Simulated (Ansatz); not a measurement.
**Cd: a strain scan**

Aim: for Cd, see how energy and stress answer to the strain pattern (1, 1, 0, 0, 0, 0).

Computed with Ansatz 0.2.0 (DFT PBE, scalar-relativistic, plane waves, PAW, unless a step's input says otherwise).

### Step 1. The structure to begin with

It takes space group P6_3/mmc (No. 194, hexagonal). Conventional cell: a = 2.979 Å, b = 2.979 Å, c = 5.618 Å, α = 90.00°, β = 90.00°, γ = 120.00°. Around Cd (site symmetry -6m2) lie 12 Cd at 2.98 to 3.29 Å.

Coordinates:

```xyz
2
Lattice="2.9789 0.0000 0.0000 -1.4894 2.5798 0.0000 0.0000 0.0000 5.6177" Properties=species:S:1:pos:R:3 pbc="T T T"
Cd    0.0000    1.7199    1.4044
Cd    1.4894    0.8599    4.2132
```

No relaxation comes first: the listed cell is the starting point.

### Step 2. The reference cell

The reference gives a free energy of -16508.8893 eV, pressure 2.91 GPa, largest force 0.000 eV/Å and gap on the mesh none (metal). It was computed beforehand with the settings of the runs below.

### Step 3. Setting up a strain scan

The cell is strained by ε times the Voigt pattern (1, 1, 0, 0, 0, 0) (xx, yy, zz, yz, xz, xy; engineering shear), with fractional coordinates fixed (clamped ions). The stress on the pattern is the sum of the stress components weighted by it, tension positive.

### Step 4. At ε = -0.0400

input.yaml

```yaml
crystal:
  lattice:
    - [2.8597176077, 0.0, 0.0]
    - [-1.4298588039, 2.476588096, 0.0]
    - [0.0, 0.0, 5.61765]
  atoms:
    - { symbol: Cd, position: [0.3333333333, 0.6666666667, 0.25] }
    - { symbol: Cd, position: [0.6666666667, 0.3333333333, 0.75] }
basis:
  ecutwfc: 420
kpoints:
  mp_grid: { grid: [18, 18, 8] }
hamiltonian:
  xc: pbe
scf:
  occupations: { method: gaussian, width: 0.15 }
output:
  forces: true
  stress: true
  eigenvalues: true
```

Run with:

```console
$ ansatz run input.yaml --threads 1 --pin off --max-ram 2560MiB --backend cpu --events-out ev --progress --plain --runs-dir out
```

### Step 5. At ε = 0.0300

input.yaml, as its differences from that of step 4:

```diff
@@ -2,4 +2,4 @@
   lattice:
-    - [2.8597176077, 0.0, 0.0]
-    - [-1.4298588039, 2.476588096, 0.0]
+    - [3.0682386833, 0.0, 0.0]
+    - [-1.5341193416, 2.6571726446, 0.0]
     - [0.0, 0.0, 5.61765]
```

### Step 6. Point ε = -0.0200

input.yaml, as its differences from that of step 5:

```diff
@@ -2,4 +2,4 @@
   lattice:
-    - [3.0682386833, 0.0, 0.0]
-    - [-1.5341193416, 2.6571726446, 0.0]
+    - [2.9192950579, 0.0, 0.0]
+    - [-1.4596475289, 2.5281836813, 0.0]
     - [0.0, 0.0, 5.61765]
@@ -20 +20,5 @@
   eigenvalues: true
+  write_density: true
+  write_potential: true
+  elf: true
+  volumetric_format: npy
```

### Step 7. ε = 0.0100

input.yaml, as its differences from that of step 6:

```diff
@@ -2,4 +2,4 @@
   lattice:
-    - [2.9192950579, 0.0, 0.0]
-    - [-1.4596475289, 2.5281836813, 0.0]
+    - [3.0086612332, 0.0, 0.0]
+    - [-1.5043306166, 2.6055770593, 0.0]
     - [0.0, 0.0, 5.61765]
@@ -20,5 +20 @@
   eigenvalues: true
-  write_density: true
-  write_potential: true
-  elf: true
-  volumetric_format: npy
```

### Step 8. ε = 0.0400

input.yaml, as its differences from that of step 7:

```diff
@@ -2,4 +2,4 @@
   lattice:
-    - [3.0086612332, 0.0, 0.0]
-    - [-1.5043306166, 2.6055770593, 0.0]
+    - [3.0980274084, 0.0, 0.0]
+    - [-1.5490137042, 2.6829704373, 0.0]
     - [0.0, 0.0, 5.61765]
```

### Step 9. Point ε = -0.0300

input.yaml, as its differences from that of step 8:

```diff
@@ -2,4 +2,4 @@
   lattice:
-    - [3.0980274084, 0.0, 0.0]
-    - [-1.5490137042, 2.6829704373, 0.0]
+    - [2.8895063328, 0.0, 0.0]
+    - [-1.4447531664, 2.5023858886, 0.0]
     - [0.0, 0.0, 5.61765]
```

### Step 10. At ε = 0.0200

input.yaml, as its differences from that of step 9:

```diff
@@ -2,4 +2,4 @@
   lattice:
-    - [2.8895063328, 0.0, 0.0]
-    - [-1.4447531664, 2.5023858886, 0.0]
+    - [3.0384499582, 0.0, 0.0]
+    - [-1.5192249791, 2.631374852, 0.0]
     - [0.0, 0.0, 5.61765]
```

### Step 11. Point ε = -0.0100

input.yaml, as its differences from that of step 10:

```diff
@@ -2,4 +2,4 @@
   lattice:
-    - [3.0384499582, 0.0, 0.0]
-    - [-1.5192249791, 2.631374852, 0.0]
+    - [2.949083783, 0.0, 0.0]
+    - [-1.4745418915, 2.553981474, 0.0]
     - [0.0, 0.0, 5.61765]
```

### Step 12. At ε = 0.0350

input.yaml, as its differences from that of step 11:

```diff
@@ -2,4 +2,4 @@
   lattice:
-    - [2.949083783, 0.0, 0.0]
-    - [-1.4745418915, 2.553981474, 0.0]
+    - [3.0831330459, 0.0, 0.0]
+    - [-1.5415665229, 2.670071541, 0.0]
     - [0.0, 0.0, 5.61765]
```

(Steps that only read results are left out.)

What does the calculation give? Wanted: slope of the stress at ε = 0, over ±0.0100.

As calculated:

| quantity | value |
| --- | --- |
| slope of the stress at ε = 0, over ±0.0100 | 309 GPa |

In words: From the stress slope, C11 + C22 + 2 C12 is about 309 GPa with the ions clamped; letting the atoms relax could not make it stiffer. The reference stands under 2.9 GPa, so this is no zero-stress constant. The energy drops below the reference, by 9.4 meV/atom at ε = 0.0200; the cell was taken as given and not relaxed at this level. Compression costs more than tension: 76.1 against -6.4 meV/atom at the ends.
